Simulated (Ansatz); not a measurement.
# CH2OSTe: the cost of one run

Method: RKS PBE-D4/def2-SVP, in Ansatz 0.2.0.

## (1) Starting point

Bond lengths: O1–C2 1.197 Å, C2–S3 1.739 Å, S3–Te4 2.395 Å, C2–H5 1.095 Å, Te4–H6 1.640 Å. Angles: O1–C2–S3 123.4°, O1–C2–H5 125.0°, S3–C2–H5 111.6°, C2–S3–Te4 97.3°, S3–Te4–H6 92.2°.

As a file:

```xyz
6

O     1.1158    0.6419   -0.5291
C     0.8346   -0.5213   -0.5042
S    -0.7368   -1.1163   -0.0578
Te   -1.7979    1.0108    0.2316
H     1.5251   -1.3387   -0.7352
H    -0.9407    1.3236    1.5946
```

## (2) End point A

Input file input.yaml:

```yaml
crystal:
  periodic: [false, false, false]
  atoms:
    - { symbol: O, position_ang: [1.11583, 0.64191, -0.52911] }
    - { symbol: C, position_ang: [0.83455, -0.52129, -0.50417] }
    - { symbol: S, position_ang: [-0.73678, -1.1163, -0.05777] }
    - { symbol: Te, position_ang: [-1.79794, 1.01081, 0.23164] }
    - { symbol: H, position_ang: [1.52505, -1.33872, -0.73522] }
    - { symbol: H, position_ang: [-0.94071, 1.3236, 1.59462] }
basis:
  gaussian: { orbitals: def2-SVP }
hamiltonian:
  xc: pbe
  dispersion: d4
relax:
  f_tol: 0.015
  max_steps: 40
```

Launch:

```sh
$ ansatz run input.yaml --threads 1 --pin off --max-ram 2048MiB --backend cpu --events-out ev --progress --plain --runs-dir out
```

What time and memory should one allow on 1 thread of AMD EPYC 7R43 (Zen 3), shared host?

About 24 s, with a peak of 0.16 GiB.
